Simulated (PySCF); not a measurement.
# H4Se2Si2 (cyclo-(H2SiSe)2): the cost of one run

Programs: PySCF 2.14.0, with density-fitted response routines of our own. Each step states its level of theory. These are calculated values for one molecule in the gas phase, unless marked as measured. Atoms count from 0, in the outputs and in this text.

**1. Starting geometry**

8 atoms, charge 0, multiplicity 1; geometry from: GFN2-xTB. The atoms were then displaced at random by about 0.03 Å, so the start is not that level's minimum.

Bonds of the start (Å): Si0–H1 1.36, Si0–H2 1.45, Si0–Se3 2.29, Si0–Se7 2.30, Se3–Si4 2.38, Si4–H5 1.44, Si4–H6 1.43, Si4–Se7 2.33.

**2. Geometry optimisation at PBE0-D3(BJ)/def2-SVP**

The job: settings as JSON, then the geometry in Å.

```
{"job": {"xc": "PBE0", "basis": "def2-SVP", "d3": "d3bj", "grid": 1, "maxiter": 40, "shake": 0.03, "kind": "geom"}, "charge": 0, "multiplicity": 1}
Si     1.534100    -0.040030     0.421480
H      2.076080    -1.062440     1.145150
H      2.280220     1.149530     0.055320
Se    -0.331170     0.776890     1.471860
Si    -1.481280    -0.056350    -0.440910
H     -2.348130    -1.144300    -0.086080
H     -2.069300     1.040780    -1.150830
Se     0.477700    -0.749740    -1.499690
```

Started as:

```
> OMP_NUM_THREADS=1 python probes_run.py task.json out
```

One launch serves the whole session: the jobs run in the order shown.

Q: Estimate the wall time and peak memory of this first job on 1 thread of Intel Xeon at 2.50GHz, shared host.

About 3.4 min, with a peak of 0.5 GiB.
